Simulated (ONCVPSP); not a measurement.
# Zn: the cost of one run

The numbers are computed with ONCVPSP 4.0.1.1 (patched build) (PBE, scalar-relativistic, spin-unpolarised reference atom).

## (1) Settings

Typed settings, in words:

```json
{"element": "zinc (Zn, Z = 30)", "type": "optimised norm-conserving Vanderbilt (ONCV)", "frozen core": "[Ne]", "valence charge": "20", "reference configuration": "3s2 3p6 3d10 (charge +2)", "partial waves": "3s: rc 0.95 bohr, ncon 4, nbas 8, qcut 15 1/bohr, 2 projectors, debl 3.5 Ha; 3p: rc 1.10 bohr, ncon 4, nbas 9, qcut 10.1 1/bohr, 2 projectors, debl 2.4 Ha; 3d: rc 1.20 bohr, ncon 3, nbas 8, qcut 12.5 1/bohr, 2 projectors, debl 0.7 Ha", "local potential": "polynomial inside 0.85 bohr (lpopt 5, dvloc0 0 Ha)", "core correction": "Teter function, fcfact 2, rcfact 1.4"}
```

The outer shells as boxes (Hund's rule for the drawing; the calculation is spin-unpolarised):

```
[Ne] core
3s [↑↓]
3p [↑↓][↑↓][↑↓]
3d [↑↓][↑↓][↑↓][↑↓][↑↓]
```

An earlier all-electron run gives the scale for the radii.

All-electron outer shells of the reference configuration (PBE, scalar-relativistic, ld1.x):

```tsv
shell	level (eV)	outermost node (bohr)	outermost maximum (bohr)
3s	-150.11	0.28	0.59
3p	-104.31	0.25	0.59
3d	-30.86	–	0.57
4s	-23.03	0.84	1.89
4p	-15.66	0.91	2.31
```

## (2) Generating the potential

Zn.dat

```
# ATOM AND REFERENCE CONFIGURATION
# atsym  z   nc   nv     iexc    psfile
  Zn 30.00    3    3        4      upf
#
#   n    l    f
    1    0    2.00
    2    0    2.00
    2    1    6.00
    3    0    2.00
    3    1    6.00
    3    2   10.00
#
# PSEUDOPOTENTIAL AND OPTIMIZATION
# lmax
    2
#
#   l,   rc,      ep,       ncon, nbas, qcut
    0    0.95    0.00    4    8   15.00
    1    1.10    0.00    4    9   10.10
    2    1.20    0.00    3    8   12.50
#
# LOCAL POTENTIAL
# lloc, lpopt,  rc(5),   dvloc0
    4    5    0.85    0.00
#
# VANDERBILT-KLEINMAN-BYLANDER PROJECTORs
# l, nproj, debl
    0    2    3.50
    1    2    2.40
    2    2    0.70
#
# MODEL CORE CHARGE
# icmod, fcfact, rcfact
    3    2.00    1.40
#
# LOG DERIVATIVE ANALYSIS
# epsh1, epsh2, depsh
   -7.00    5.00    0.04
#
# OUTPUT GRID
# rlmax, drl
    6.00    0.01
#
# TEST CONFIGURATIONS
# ncnf
    4
# nvcnf
#   n    l    f
    4
    3    0    2.00
    3    1    6.00
    3    2   10.00
    4    0    2.00
#
    4
    3    0    2.00
    3    1    6.00
    3    2   10.00
    4    0    1.00
#
    3
    3    0    2.00
    3    1    6.00
    3    2    9.00
#
    4
    3    0    2.00
    3    1    5.00
    3    2   10.00
    4    0    2.00
#
```

Command:

```
$ oncvpsp.x < Zn.dat > Zn.out
```

**Question.** How long does this run take on 1 thread of Intel Xeon Platinum 8259CL at 2.50GHz, shared host?

About 6.1 s.
